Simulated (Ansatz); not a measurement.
# C₂H₇ClO₂SSi: one species, many methods

One table from this session's results is given with a row withheld; the runs are named, their logs left out.

Program: Ansatz 0.2.0, Gaussian basis. Level of theory: functionals in def2-TZVPP, the program's frozen cores in correlated methods. These are calculated values, not measurements.

Levels to be run: PBE-D4, r2SCAN-D4, PBE0-D4, B3LYP-D4, ωB97X-V, ωB97M-V, B2PLYP; CCSD(T)/def2-TZVPP; MP2/def2-QZVPP; extrapolation to the limit.

## The geometry

The geometry comes from an earlier relaxation with PBE0-D4 in a triple-zeta def2 set; it is a stationary point, not always the lowest conformer.

SMILES `CO[Si](S)(Cl)OC`, 14 atoms, charge 0, spin multiplicity 1.

Atoms are counted from 1 here; the program's logs count them from 0.

Bond lengths: C1–O2 1.415 Å, C1–H8 1.093 Å, C1–H9 1.090 Å, C1–H10 1.094 Å, O2–Si3 1.615 Å, Si3–S4 2.126 Å, Si3–Cl5 2.041 Å, Si3–O6 1.619 Å, S4–H11 1.343 Å, O6–C7 1.413 Å, C7–H12 1.094 Å, C7–H13 1.090 Å, C7–H14 1.094 Å. Angles: O2–C1–H8 110.7°, O2–C1–H9 107.7°, O2–C1–H10 111.1°, H8–C1–H9 109.1°, H8–C1–H10 109.1°, H9–C1–H10 109.0°, C1–O2–Si3 124.6°, O2–Si3–S4 113.5°, O2–Si3–Cl5 105.5°, O2–Si3–O6 109.2°, S4–Si3–Cl5 110.4°, S4–Si3–O6 106.7°, Cl5–Si3–O6 111.6°, Si3–S4–H11 93.7°, Si3–O6–C7 126.3°, O6–C7–H12 111.3°, O6–C7–H13 107.8°, O6–C7–H14 110.7° and more.

As a file:

| atom | x (Å) | y (Å) | z (Å) |
| --- | --- | --- | --- |
| C1 | 0.1374 | -0.6464 | -2.3424 |
| O2 | 0.4765 | -1.2161 | -1.0922 |
| Si3 | 0.0163 | -0.6254 | 0.3388 |
| S4 | -2.0924 | -0.4532 | 0.5461 |
| Cl5 | 0.7661 | -1.9176 | 1.7295 |
| O6 | 0.6237 | 0.8646 | 0.5210 |
| C7 | 0.5549 | 1.6594 | 1.6876 |
| H8 | 0.6641 | 0.2999 | -2.4917 |
| H9 | 0.4387 | -1.3486 | -3.1201 |
| H10 | -0.9405 | -0.4723 | -2.4176 |
| H11 | -2.2762 | -1.7780 | 0.6709 |
| H12 | -0.4799 | 1.7960 | 2.0159 |
| H13 | 0.9841 | 2.6338 | 1.4536 |
| H14 | 1.1271 | 1.2040 | 2.5006 |

Set-up of the first run:

Contents of in.yaml:

```yaml
crystal:
  periodic: [false, false, false]
  atoms:
    - {symbol: C, position_ang: [0.137434, -0.646414, -2.342417]}
    - {symbol: O, position_ang: [0.476495, -1.216124, -1.092200]}
    - {symbol: Si, position_ang: [0.016349, -0.625354, 0.338768]}
    - {symbol: S, position_ang: [-2.092395, -0.453227, 0.546090]}
    - {symbol: Cl, position_ang: [0.766143, -1.917632, 1.729527]}
    - {symbol: O, position_ang: [0.623681, 0.864606, 0.520959]}
    - {symbol: C, position_ang: [0.554868, 1.659361, 1.687574]}
    - {symbol: H, position_ang: [0.664055, 0.299915, -2.491700]}
    - {symbol: H, position_ang: [0.438731, -1.348586, -3.120078]}
    - {symbol: H, position_ang: [-0.940502, -0.472311, -2.417590]}
    - {symbol: H, position_ang: [-2.276187, -1.778016, 0.670921]}
    - {symbol: H, position_ang: [-0.479851, 1.795997, 2.015885]}
    - {symbol: H, position_ang: [0.984129, 2.633808, 1.453609]}
    - {symbol: H, position_ang: [1.127060, 1.203996, 2.500631]}
basis:
  gaussian: {orbitals: def2-TZVPP}
hamiltonian: {xc: pbe, dispersion: d4}
output: {forces: true, orbitals: {seedname: orbitals}}
```

Command:

```sh
ansatz run in.yaml --threads 2 --pin off --events-out ev --progress --plain --max-ram 32768MiB --backend cuda --devices 0, --max-vram 18GiB
```

Among the steps run: PBE-D4 (GGA); r2SCAN-D4 (meta-GGA); PBE0-D4 (hybrid); B3LYP-D4 (hybrid); ωB97X-V (range-separated); ωB97M-V (range-separated); B2PLYP (double hybrid); CCSD(T) in def2-TZVPP; MP2 in def2-QZVPP.

One table of the session follows, with a row left open; its other results are not shown here.

```
            method  atomisation energy (kcal/mol)
            PBE-D4                         1295.6
         r2SCAN-D4                         1279.3
           PBE0-D4                         1272.9
          B3LYP-D4                         1269.0
           ωB97X-V                         1279.6
           ωB97M-V                         1281.0
            B2PLYP                         1256.3
     HF/def2-TZVPP                          922.1
    MP2/def2-TZVPP                         1268.0
   CCSD/def2-TZVPP                         1219.7
CCSD(T)/def2-TZVPP                         1239.9
           MP2/CBS                         1305.3
       CCSD(T)/CBS                              ?
```

Q: Estimate the row for CCSD(T)/CBS from the others.

As computed: atomisation energy (kcal/mol): 1277.2. In the column «atomisation energy (kcal/mol)» it lies between PBE0-D4 (1272.9) and r2SCAN-D4 (1279.3).
